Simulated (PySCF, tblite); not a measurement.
# C₃H₉AlF₂S: geometry, infrared bands and NMR shifts

Aim: predict the infrared bands and NMR shifts of C₃H₉AlF₂S (`C[S@@+]([AlH3-])CC(F)F`).

Programs: tblite 0.8.0 and PySCF 2.14.0, with density-fitted response routines of our own. Each step states its level of theory. These are calculated values for one molecule in the gas phase, unless marked as measured. Atoms count from 0, in the outputs and in this text.

**1. The starting structure**

16 atoms, charge 0, multiplicity 1; geometry from: force field or distance geometry start.

Bonds of the start (Å): C0–S1 1.76, S1–Al2 2.23, S1–C3 1.79, C3–C4 1.54, C4–F5 1.39, C4–F6 1.38, C0–H7 1.12, C0–H8 1.11, C0–H9 1.10, Al2–H10 1.60, Al2–H11 1.61, Al2–H12 1.60, C3–H13 1.10, C3–H14 1.10, C4–H15 1.11.

**2. Optimising the geometry with GFN2-xTB**

The job: settings as JSON, then the geometry in Å.

```
{"job": {"kind": "relax", "xc": "GFN2-xTB", "basis": "xTB"}, "charge": 0, "multiplicity": 1}
C     -1.086900     1.952500     0.149800
S     -0.164300     0.501300     0.537200
Al    -1.548200    -1.232300     0.799500
C      1.024400     0.181100    -0.756700
C      2.047500    -0.867500    -0.296300
F      2.924400    -1.118800    -1.341900
F      2.759300    -0.395600     0.784300
H     -1.818000     2.164700     0.966000
H     -1.633800     1.797300    -0.803200
H     -0.411900     2.818400     0.052300
H     -1.392300    -2.225500    -0.443000
H     -3.063300    -0.692800     0.852800
H     -1.216200    -1.998200     2.160900
H      1.551200     1.118900    -1.007700
H      0.483700    -0.181700    -1.647000
H      1.536900    -1.812800    -0.018400
```

Command:

```sh
$ OMP_NUM_THREADS=1 python probes_run.py task.json out
```

This one command runs all jobs of the session in turn.

**Question.** This job is followed by: GFN2-xTB harmonic vibrations, gas phase; GIAO PBE0/pcSseg-1 NMR shielding, non-relativistic, gas phase. What will the session give for the following? strongest single infrared mode (GFN2-xTB); zero-point energy (GFN2-xTB); ¹³C shifts against TMS (PBE0/pcSseg-1); ¹H shifts against TMS (PBE0/pcSseg-1, means over atoms taken as alike); ³³S shifts against CS2 (PBE0/pcSseg-1); ²⁷Al shifts against AlH4- (PBE0/pcSseg-1); ¹⁹F shifts against CFCl3 (PBE0/pcSseg-1).

**Answer**, as computed:

| quantity | value |
| --- | --- |
| strongest single infrared mode (GFN2-xTB) | 787 cm⁻¹, 515 km/mol |
| zero-point energy (GFN2-xTB) | 66.8 kcal/mol |
| ¹³C shifts against TMS (PBE0/pcSseg-1) | 120.3, 49.3, 28.3 ppm |
| ¹H shifts against TMS (PBE0/pcSseg-1, means over atoms taken as alike) | 6.98, 4.14, 3.43, 2.44, 2.41 ppm |
| ³³S shifts against CS2 (PBE0/pcSseg-1) | -103 ppm |
| ²⁷Al shifts against AlH4- (PBE0/pcSseg-1) | 82.9 ppm |
| ¹⁹F shifts against CFCl3 (PBE0/pcSseg-1) | -130.3, -139.3 ppm |

In words: The optimisation took 134 steps and gained 1.052 eV; among the close pairs (by a distance rule), S1–Al2 changed most, from 2.234 to 2.474 Å. All 42 modes are real, so the xTB geometry is a minimum. The strongest single mode, at 787 cm⁻¹, is carried by H11, H12, H10. GFN2-xTB is a fitted tight-binding method: band positions and strengths are rough. Its intensities can rank the bands wrongly. The most deshielded hydrogen is H15 (hydrogen on an sp3 CH bonded to 2 F), at 6.98 ppm: its carbon carries F, hence the downfield position. At PBE0/pcSseg-1: Shielding is most anisotropic at S1 (span 328 ppm, paramagnetic term -452 ppm).
